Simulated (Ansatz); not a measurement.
**NbC: a Nb atom hops into a vacancy**

Aim: the barrier for Nb9 to jump 3.17 Å into the empty Nb site beside it, in a 2×2×2 supercell of NbC with one Nb atom removed. The band relaxes its own ends first.

Method: DFT PBE, plane waves, PAW, scalar-relativistic, no spin polarisation, in Ansatz 0.2.0.

## (1) The structure to begin with

The cell holds 15 atoms (C8Nb7): a = 6.336 Å, b = 6.336 Å, c = 6.336 Å, α = 60.00°, β = 60.00°, γ = 60.00°.

The empty site lies at (2.25, 4.49, 2.20) Å, and Nb9 starts at (0.01, 2.26, 2.26) Å. All atoms were shaken by about 0.02 Å to break the symmetry.

As a file:

```xyz
15
Lattice="0.0000 4.4804 4.4804 4.4804 0.0000 4.4804 4.4804 4.4804 0.0000" Properties=species:S:1:pos:R:3 pbc="T T T"
Nb   -0.0100   -0.0041   -0.0403
C     2.2300    2.2583    2.2600
Nb    2.2417    2.2319   -0.0173
C     4.4822    4.4707    2.2542
Nb    2.2474    0.0306    2.2612
C     4.5022    2.2505    4.4940
Nb    4.4653    2.2905    2.2270
C     6.7011    4.4516    4.4843
Nb    0.0063    2.2629    2.2643
C     2.2213    4.4529    4.4918
C     4.4952    6.6989    4.4663
Nb    2.2583    2.2204    4.4662
C     4.5014    4.4943    6.7191
Nb    4.4772    4.4867    4.5116
C     6.6970    6.7051    6.6824
```

## (2) Relaxing the ends and the band

crystal.atoms is the first end and neb.final_atoms the second, which differs in Nb9 alone.

The input, input.yaml:

```yaml
crystal:
  lattice:
    - [0.0, 4.48036862, 4.48036862]
    - [4.48036862, 0.0, 4.48036862]
    - [4.48036862, 4.48036862, 0.0]
  atoms:
    - { symbol: Nb, position: [-0.00382926, -0.00516122, 0.00292046] }
    - { symbol: C, position: [0.25537101, 0.24904649, 0.24868224] }
    - { symbol: Nb, position: [-0.00302424, -0.00084422, 0.50117987] }
    - { symbol: C, position: [0.25028126, 0.2528523, 0.74755861] }
    - { symbol: Nb, position: [0.00495331, 0.49973565, 0.00186795] }
    - { symbol: C, position: [0.25024091, 0.7528035, 0.25206778] }
    - { symbol: Nb, position: [0.00582136, 0.4912365, 0.50539869] }
    - { symbol: C, position: [0.24938487, 0.75148527, 0.74418317] }
    - { symbol: Nb, position: [0.50452664, 0.00085216, 0.00055075] }
    - { symbol: C, position: [0.7503227, 0.25223426, 0.2435528] }
    - { symbol: C, position: [0.74436109, 0.25250265, 0.7508151] }
    - { symbol: Nb, position: [0.49419381, 0.50264766, 0.00138916] }
    - { symbol: C, position: [0.74904312, 0.75063068, 0.2540745] }
    - { symbol: Nb, position: [0.50454159, 0.50243012, 0.49686763] }
    - { symbol: C, position: [0.7466428, 0.7448473, 0.74989963] }
kpoints:
  mp_grid: { grid: [3, 3, 3] }
magnetization:
  spin_polarized: false
scf:
  occupations: { method: fermi_dirac, width: 0.05 }
hamiltonian:
  pseudopotentials: { kind: paw }
  xc: pbe
basis:
  ecutwfc: 420
neb:
  images: 3
  relax_end_points: true
  climbing: true
  f_tol: 0.05
  max_iterations: 40
  order_check: false
  final_atoms:
    - { symbol: Nb, position: [-0.00382926, -0.00516122, 0.00292046] }
    - { symbol: C, position: [0.25537101, 0.24904649, 0.24868224] }
    - { symbol: Nb, position: [-0.00302424, -0.00084422, 0.50117987] }
    - { symbol: C, position: [0.25028126, 0.2528523, 0.74755861] }
    - { symbol: Nb, position: [0.00495331, 0.49973565, 0.00186795] }
    - { symbol: C, position: [0.25024091, 0.7528035, 0.25206778] }
    - { symbol: Nb, position: [0.00582136, 0.4912365, 0.50539869] }
    - { symbol: C, position: [0.24938487, 0.75148527, 0.74418317] }
    - { symbol: Nb, position: [0.49525088, -0.00477478, 0.50794037] }
    - { symbol: C, position: [0.7503227, 0.25223426, 0.2435528] }
    - { symbol: C, position: [0.74436109, 0.25250265, 0.7508151] }
    - { symbol: Nb, position: [0.49419381, 0.50264766, 0.00138916] }
    - { symbol: C, position: [0.74904312, 0.75063068, 0.2540745] }
    - { symbol: Nb, position: [0.50454159, 0.50243012, 0.49686763] }
    - { symbol: C, position: [0.7466428, 0.7448473, 0.74989963] }
```

Command:

```console
> ansatz run input.yaml --threads 4 --pin off --max-ram 8192MiB --backend cpu --events-out ev --progress --plain --runs-dir out
```

What it wrote (excerpt; [...] marks lines left out):

```text
Warning: neb: disabling space-group detection — the band's intermediate images generally break the endpoint symmetry, so no spatial operation reduces the k-mesh or symmetrises the density, except that a semilocal band can use its path's symmetry ahead of convergence; time reversal is [...]
Warning: RAYON_NUM_THREADS=4 ignored (pool sized by the plan → 4); use --threads N
[...]
Pseudopotentials: kind: paw
Pseudopotential: Nb, paw, valence charge 13, recommended cutoff 420 eV (normal), Nb.paw.azcp
Pseudopotential: C, paw, valence charge 4, recommended cutoff 420 eV (normal), C.paw.azcp
Functional definition: PBE
[...]
parallel-image band execution: 2 concurrent image workers
NEB image 0
Crystal: 15 atoms, lattice volume = 179.875 Å³
Basis set: ecut = 420 eV, 3527 PW (Γ), exchange–correlation on 90×90×90 points (8 copies of the dense FFT grid, shifted against one another)
Bands: 77, of which v1, the nominal top of the filled ones, is band 62 counted from 1 (61 counted from 0)
Symmetry: 1 space group operations
k-points: 14 of 27 (time reversal used)
[...]
SCF iter   1: F=—  HF=-33877.064660 eV  |F-HF|=—  |Δ(HF+E_count)|=         —  Δρ=6.52e-3  dr2=1.07e-1  ethr=1.77e-3  ⟨swp⟩=5.1  Hψ=4106  notcnv=0  defer=13
[...]
NSCF: frozen V_eff on 14 k-points
NEB image 4
[...]
NSCF: frozen V_eff on 14 k-points
NEB end point (image 0): max|allowed force component| = 7.437e-1 eV/Å (the criterion of neb.relax_end_points is 1.000e-2)
NEB end point (image 4): max|allowed force component| = 7.152e-1 eV/Å (the criterion of neb.relax_end_points is 1.000e-2)
NEB image 0, for its relaxation
[...]
NEB image 0, for its relaxation
[...]
NEB image 0, for its relaxation
[...]
NEB image 0, for its relaxation
[...]
NEB image 0
[...]
NSCF: frozen V_eff on 14 k-points
NEB end point (image 0): relaxed in 25 SCF iterations, 0.198751 eV lower, largest move of an atom 0.068 Å; not tested for a saddle point
NEB image 4, for its relaxation
[...]
SCF iter   2: F=-33877.076373 eV  HF=-33877.076373 eV  |F-HF|=7.03e-9  |Δ(HF+E_count)|=   3.48e-6  Δρ=1.54e-6  dr2=7.04e-9  ethr=1.08e-11  ⟨swp⟩=3.0  Hψ=2467  notcnv=0
[...]
```

## (3) More of the same log

Output, continued (excerpt; [...] marks lines left out):

```text
NEB image 4, for its relaxation
[...]
SCF iter   1: F=—  HF=-33877.116436 eV  |F-HF|=—  |Δ(HF+E_count)|=         —  Δρ=1.04e-2  dr2=2.06e-1  ethr=1.62e-4  ⟨swp⟩=2.1  Hψ=4428  notcnv=0  defer=90
[...]
NEB image 4, for its relaxation
[...]
NEB image 4, for its relaxation
[...]
NEB image 4
[...]
NSCF: frozen V_eff on 14 k-points
NEB end point (image 4): relaxed in 23 SCF iterations, 0.166861 eV lower, largest move of an atom 0.058 Å; not tested for a saddle point
NEB image 1
[...]
NEB image 2
[...]
NEB image 3
[...]
NEB iter   1: max|band force component| = 9.585e0 eV/Å  barrier→ = 11.2953 eV  barrier← = 11.2953 eV  Δτ_max = 0.1918 Å  (41 SCF iters)
[...]
NEB iter   2: max|band force component| = 4.556e0 eV/Å  barrier→ = 7.2412 eV  barrier← = 7.2412 eV  Δτ_max = 0.1028 Å  (30 SCF iters)
NEB image 1
[...]
SCF iter   2: F=—  HF=-33875.012876 eV  |F-HF|=—  |Δ(HF+E_count)|=   5.43e-2  Δρ=7.06e-3  dr2=7.62e-2  ethr=3.09e-4  ⟨swp⟩=2.1  Hψ=1441  notcnv=0  defer=6
[...]
```

## (4) The log goes on

Output, continued (excerpt; [...] marks lines left out):

```text
SCF iter   3: F=—  HF=-33875.000520 eV  |F-HF|=—  |Δ(HF+E_count)|=   1.24e-2  Δρ=1.36e-3  dr2=2.26e-3  ethr=6.20e-5  ⟨swp⟩=2.0  Hψ=1482  notcnv=0  defer=12
[...]
NEB image 2
[...]
NEB image 3
[...]
NEB iter   3: max|band force component| = 1.482e0 eV/Å  barrier→ = 5.8358 eV  barrier← = 5.8358 eV  Δτ_max = 0.0532 Å  (22 SCF iters)
[...]
NEB iter   5: max|band force component| = 1.340e-1 eV/Å  barrier→ = 5.6049 eV  barrier← = 5.6049 eV  CI = image 2  Δτ_max = 0.0156 Å  (22 SCF iters)
[...]
NEB iter   6: max|band force component| = 2.370e-2 eV/Å  barrier→ = 5.6000 eV  barrier← = 5.6000 eV  CI = image 2  Δτ_max = 0.0000 Å  (18 SCF iters)
SCF converged after 6 iterations
Free energy (F): -33871.643255 eV
[...]
E sigma→0 (E₀):  -33871.611512 eV
Entropy (-TS):   -0.063485 eV (-4.232 meV/atom)
Fermi energy:    15.789965 eV
[...]
--- Forces (eV/Å), atoms counted from 1 ---
[...]
    - { symbol: Nb, position: [-0.00012063145492194338, 0.49963148037185534, -0.00961809234192415] }
    - { symbol: C, position: [0.2616334844986465, 0.7613872591916822, 0.25332170501798124] }
    - { symbol: Nb, position: [-0.0001224030817578159, 0.49963116244061656, 0.5102476478437806] }
    - { symbol: C, position: [0.26163326961270006, 0.7613870008297331, 0.7237959913901413] }
    - { symbol: Nb, position: [0.499880113030104, -0.0003652788733736201, 0.2503130861554823] }
    - { symbol: C, position: [0.738124645144908, 0.2378771196782642, 0.24730479998103738] }
    - { symbol: C, position: [0.7381252652395944, 0.2378778698469402, 0.7768310498304329] }
    - { symbol: Nb, position: [0.50857401264419, 0.5263786345273778, -0.01740666440677996] }
    - { symbol: C, position: [0.80453263349869, 0.6949558865778696, 0.2503252629056836] }
    - { symbol: Nb, position: [0.49118217918488166, 0.4728864651736909, 0.5180347438537778] }
    - { symbol: C, position: [0.7540569279104281, 0.7454604063382233, 0.7503111838579768] }
```

Run time: 2.5 min. Hardware: 4 threads of Intel Xeon Platinum 8488C (Sapphire Rapids), shared host; peak memory 1.1 GiB.

## (5) The band, image by image

The 3 inner images lie between the fixed ends 0 and 4. Energy is taken from image 0, and the path length is the program's own coordinate along the band.

```
image  path (Å)  energy (eV)   Nb9 x y z (Å)  band force (eV/Å)
    0     0.000       0.0000  0.00 2.24 2.24                  -
    1     0.845       2.1876  0.53 2.77 2.24              0.024
   2*     1.690       5.6000  1.12 3.36 2.24              0.024
    3     2.536       2.1879  1.71 3.95 2.24              0.023
    4     3.381       0.0000  2.24 4.48 2.24                  -
```

The star marks the climbing image.

image, energy (eV) and a bar:
```
        0      0.000 
        1      2.188 ############
        2      5.600 ##############################
        3      2.188 ############
        4      0.000
```

The top of the band by iteration:

```
iteration  highest image above image 0 (eV)  largest band force (eV/Å)
        1                           11.2953                      9.585
        2                            7.2412                      4.556
        3                            5.8358                      1.482
        4                            5.6240                      0.317
        5                            5.6049                      0.134
        6                            5.6000                      0.024
```

Positions of all images (Å):

```xyz
15
Lattice="0.000 4.480 4.480 4.480 0.000 4.480 4.480 4.480 0.000" Properties=species:S:1:pos:R:3 pbc="T T T" image=0 dE=0.0000
Nb   -0.001    0.001    0.000
C     2.239    2.206    2.240
Nb    2.240    2.241    0.000
C     4.515    4.481    2.240
Nb    2.240    0.001    2.240
C     4.480    2.241    4.480
Nb    4.480    2.242    2.240
C     6.720    4.481    4.445
Nb    0.000    2.241    2.240
C     2.240    4.481    4.516
C     4.480    6.722    4.480
Nb    2.240    2.241    4.480
C     4.445    4.481    6.721
Nb    4.480    4.482    4.481
C     6.720    6.757    6.721
15
Lattice="0.000 4.480 4.480 4.480 0.000 4.480 4.480 4.480 0.000" Properties=species:S:1:pos:R:3 pbc="T T T" image=1 dE=2.1876
Nb   -0.036    0.032    0.133
C     2.409    2.111    2.239
Nb    2.271    2.206   -0.135
C     4.501    4.475    2.239
Nb    2.221   -0.018    2.239
C     4.522    2.283    4.550
Nb    4.487    2.248    2.239
C     6.676    4.437    4.507
Nb    0.531    2.773    2.239
C     2.195    4.437    4.452
C     4.522    6.764    4.409
Nb    2.271    2.206    4.614
C     4.350    4.651    6.719
Nb    4.445    4.513    4.345
C     6.714    6.743    6.719
15
Lattice="0.000 4.480 4.480 4.480 0.000 4.480 4.480 4.480 0.000" Properties=species:S:1:pos:R:3 pbc="T T T" image=2 dE=5.6000
Nb   -0.041    0.041    0.157
C     2.485    1.996    2.238
Nb    2.280    2.201   -0.161
C     4.499    4.463    2.238
Nb    2.195   -0.044    2.238
C     4.546    2.307    4.584
Nb    4.525    2.286    2.238
C     6.654    4.415    4.584
Nb    1.120    3.361    2.238
C     2.174    4.415    4.373
C     4.546    6.788    4.373
Nb    2.280    2.201    4.637
C     4.235    4.726    6.718
Nb    4.440    4.522    4.319
C     6.702    6.740    6.718
15
Lattice="0.000 4.480 4.480 4.480 0.000 4.480 4.480 4.480 0.000" Properties=species:S:1:pos:R:3 pbc="T T T" image=3 dE=2.1879
Nb   -0.031    0.036    0.131
C     2.370    2.071    2.237
Nb    2.276    2.210   -0.138
C     4.487    4.460    2.237
Nb    2.233   -0.006    2.237
C     4.525    2.285    4.505
Nb    4.499    2.260    2.237
C     6.678    4.439    4.548
Nb    1.708    3.949    2.237
C     2.198    4.439    4.406
C     4.525    6.766    4.450
Nb    2.276    2.210    4.611
C     4.311    4.611    6.717
Nb    4.449    4.517    4.343
C     6.699    6.728    6.717
15
Lattice="0.000 4.480 4.480 4.480 0.000 4.480 4.480 4.480 0.000" Properties=species:S:1:pos:R:3 pbc="T T T" image=4 dE=0.0000
Nb    0.000    0.001   -0.004
C     2.275    2.241    2.236
Nb    2.240    2.241   -0.005
C     4.480    4.446    2.236
Nb    2.240    0.001    2.236
C     4.480    2.241    4.441
Nb    4.480    2.241    2.236
C     6.721    4.481    4.476
Nb    2.240    4.481    2.236
C     2.240    4.481    4.476
C     4.480    6.721    4.511
Nb    2.240    2.241    4.476
C     4.480    4.516    6.716
Nb    4.480    4.481    4.476
C     6.685    6.721    6.716
```

## (6) What came out

| quantity | value |
| --- | --- |
| relaxation of the ends | 0.199 eV lower, moves up to 0.07 Å; 0.167 eV lower, moves up to 0.06 Å |
| barrier forwards | 5.60 eV |
| barrier backwards | 5.60 eV |
| second end relative to first | 0.000 eV |
| highest image | 2 of 0 to 4, climbing |
| band iterations | 6 |

Along this path the system climbs 5.60 eV from the first end (217 kT at 300 K); with a typical attempt rate of 10^13 per second that is roughly 10^-81 events a second. The ends differ by 1 meV at most, as they were set up to be equivalent. The input switches the test of curvatures off, so the top was not shown to be a first-order saddle. The cell of 15 atoms is small, so the barrier is not converged with size.
